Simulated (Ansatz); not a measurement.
# CH₇AlBN, SMILES [CH3][AlH][BH]N: a ladder of methods at one geometry

Program: Ansatz 0.2.0 through its Python package.

Notebook, run cell by cell (the value of a cell's last expression is shown):

**Cell 1**
```python
import ansatz as az
```

**Cell 2**
```python
ch7albn = (
    az.Crystal.molecule()
    .atom("C", (-0.8619, 1.9671, 0.2898))
    .atom("Al", (0.0784, 0.4844, -0.5308))
    .atom("B", (0.4, -1.2051, 0.5918))
    .atom("N", (1.0624, -2.4588, -0.0382))
    .atom("H", (-0.6045, 2.9487, -0.237))
    .atom("H", (-0.6771, 2.0875, 1.3595))
    .atom("H", (-1.9735, 1.858, 0.1463))
    .atom("H", (0.2247, 0.3898, -2.1256))
    .atom("H", (0.1999, -1.1725, 1.8046))
    .atom("H", (0.3323, -2.7427, -0.7744))
    .atom("H", (1.8846, -2.2133, -0.4654))
)
```

**Cell 3**
```python
job = ch7albn.calculation().basis(gaussian="def2-SVP").accuracy("high").scf(lower_state_search="off")
```

**Cell 4**
```python
methods = ["mp2", "ccsd", "ccsd_t"]
batch = az.Session.batch([job.correlation(m).input() for m in methods])
reports = sorted(batch.plan().execute().molecular_reports, key=lambda each: each["member"])
print(f"Hartree-Fock reference {reports[0]['reference_energy_ev'] / 27.211386246:.6f} Ha")
best = reports[-1]["free_energy_ev"] - reports[-1]["reference_energy_ev"]
for method, each in zip(methods, reports):
    gained = each["free_energy_ev"] - each["reference_energy_ev"]
    print(f"{method:8s} total {each['free_energy_ev'] / 27.211386246:.6f} Ha  correlation {gained:9.4f} eV  ({100 * gained / best:.1f} % of the last)")
```
Output:
```text
Hartree-Fock reference -362.773657 Ha
mp2      total -363.235723 Ha  correlation  -12.5734 eV  (86.9 % of the last)
ccsd     total -363.291261 Ha  correlation  -14.0847 eV  (97.4 % of the last)
ccsd_t   total -363.305073 Ha  correlation  -14.4606 eV  (100.0 % of the last)
```

Caveats:
- The settings weren't tested for convergence.
- The geometry is a force-field or estimated start, not a minimum of this method, and the basis set is short of its limit. A lower total doesn't mark the better method: functionals have no common bound, and MP2 and coupled cluster aren't variational.
- Inner cores stay frozen, so this is valence correlation.

(Lines on the test bed's own set-up are left out of the output.)
